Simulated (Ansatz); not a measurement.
**C7H11FOTi: how energies converge with the basis set**

The task here is to estimate one member of a computed series from the others.

Method: one geometry, several basis sets; program: Ansatz 0.2.0, Gaussian basis.

The runs, in order: PBE0-D4/def2-SVP; ωB97M-V/def2-SVP; PBE0-D4/def2-QZVPP; ωB97M-V/def2-QZVPP; the functionals' def2-TZVPP values are taken from earlier runs.

### The relaxed structure

All runs share one geometry, relaxed beforehand with PBE0-D4 in a triple-zeta def2 set.

SMILES `[CH3][Ti]1234([CH3])([OH])[C@@H]5[C@H]1[C@H]2[C@]3(F)[C@@H]54`, 21 atoms, charge 0, spin multiplicity 1.

Atoms are counted from 1 here; the program's logs count them from 0.

Bond lengths: C1–Ti2 2.090 Å, C1–H11 1.097 Å, C1–H12 1.094 Å, C1–H13 1.093 Å, Ti2–C3 2.089 Å, Ti2–O4 1.787 Å, Ti2–C5 2.328 Å, Ti2–C6 2.328 Å, Ti2–C7 2.397 Å, Ti2–C8 2.438 Å, Ti2–C10 2.397 Å, C3–H14 1.094 Å, C3–H15 1.093 Å, C3–H16 1.097 Å, O4–H17 0.954 Å, C5–C6 1.408 Å, C5–C10 1.415 Å, C5–H18 1.079 Å and more. Angles: Ti2–C1–H11 103.7°, Ti2–C1–H12 112.7°, Ti2–C1–H13 113.8°, H11–C1–H12 108.2°, H11–C1–H13 109.1°, H12–C1–H13 109.0°, C1–Ti2–C3 100.3°, C1–Ti2–O4 104.4°, C1–Ti2–C5 106.6°, C1–Ti2–C6 138.7°, C1–Ti2–C7 125.5°, C1–Ti2–C8 92.4°, C1–Ti2–C10 81.0°, C3–Ti2–O4 104.4°, C3–Ti2–C5 138.7°, C3–Ti2–C6 106.7°, C3–Ti2–C7 81.0°, C3–Ti2–C8 92.3° and more.

Coordinates:

```xyz
21

C     0.0230   -1.4121   -1.6902
Ti   -0.5097   -0.3743    0.0434
C     0.4089   -1.5675    1.4920
O    -2.2555   -0.7033    0.2389
C    -0.6450    1.8752   -0.5415
C    -0.4775    1.8078    0.8549
C     0.8165    1.3031    1.1255
C     1.4274    1.0965   -0.1177
F     2.6478    0.6017   -0.2879
C     0.5430    1.4134   -1.1563
H    -0.3364   -2.4314   -1.5030
H    -0.4817   -1.0303   -2.5824
H     1.0997   -1.4402   -1.8744
H     0.1348   -1.2799    2.5111
H     1.4982   -1.5994    1.4115
H     0.0045   -2.5685    1.2979
H    -3.1477   -0.3890    0.3627
H    -1.5357    2.1952   -1.0606
H    -1.2170    2.0668    1.5975
H     1.2590    1.1142    2.0898
H     0.7434    1.3221   -2.2113
```

Set-up of the first run:

in.yaml reads:

```yaml
crystal:
  periodic: [false, false, false]
  atoms:
    - {symbol: C, position_ang: [0.022963, -1.412119, -1.690187]}
    - {symbol: Ti, position_ang: [-0.509722, -0.374304, 0.043364]}
    - {symbol: C, position_ang: [0.408872, -1.567471, 1.491952]}
    - {symbol: O, position_ang: [-2.255492, -0.703262, 0.238943]}
    - {symbol: C, position_ang: [-0.644968, 1.875210, -0.541463]}
    - {symbol: C, position_ang: [-0.477536, 1.807793, 0.854947]}
    - {symbol: C, position_ang: [0.816545, 1.303129, 1.125533]}
    - {symbol: C, position_ang: [1.427409, 1.096491, -0.117685]}
    - {symbol: F, position_ang: [2.647762, 0.601650, -0.287892]}
    - {symbol: C, position_ang: [0.543000, 1.413381, -1.156339]}
    - {symbol: H, position_ang: [-0.336399, -2.431448, -1.503043]}
    - {symbol: H, position_ang: [-0.481669, -1.030337, -2.582368]}
    - {symbol: H, position_ang: [1.099748, -1.440176, -1.874394]}
    - {symbol: H, position_ang: [0.134776, -1.279936, 2.511067]}
    - {symbol: H, position_ang: [1.498217, -1.599422, 1.411467]}
    - {symbol: H, position_ang: [0.004522, -2.568495, 1.297889]}
    - {symbol: H, position_ang: [-3.147716, -0.388994, 0.362729]}
    - {symbol: H, position_ang: [-1.535736, 2.195167, -1.060550]}
    - {symbol: H, position_ang: [-1.217042, 2.066815, 1.597459]}
    - {symbol: H, position_ang: [1.259046, 1.114195, 2.089847]}
    - {symbol: H, position_ang: [0.743430, 1.322131, -2.211276]}
basis:
  gaussian: {orbitals: def2-SVP}
hamiltonian: {xc: pbe0, dispersion: d4}
output: {orbitals: {seedname: orbitals}}
```

Launch:

```
> ansatz run in.yaml --threads 4 --pin off --events-out ev --progress --plain --max-ram 66560MiB --backend cpu
```

Among the steps run: PBE0-D4 in def2-SVP; ωB97M-V in def2-SVP; PBE0-D4 in def2-QZVPP; ωB97M-V in def2-QZVPP.

One of the session's tables, all rows but one given; the rest of the session is left out.

| functional | basis | HOMO (eV) |
| --- | --- | --- |
| PBE0-D4 | def2-SVP | -7.16 |
| PBE0-D4 | def2-TZVPP | -7.19 |
| PBE0-D4 | def2-QZVPP | -7.20 |
| ωB97M-V | def2-SVP | -9.27 |
| ωB97M-V | def2-TZVPP | ? |
| ωB97M-V | def2-QZVPP | -9.33 |

Estimate the missing values for ωB97M-V, def2-TZVPP.

As computed: HOMO (eV): -9.31. In the column «HOMO (eV)» it lies between ωB97M-V, def2-QZVPP (-9.33) and ωB97M-V, def2-SVP (-9.27).
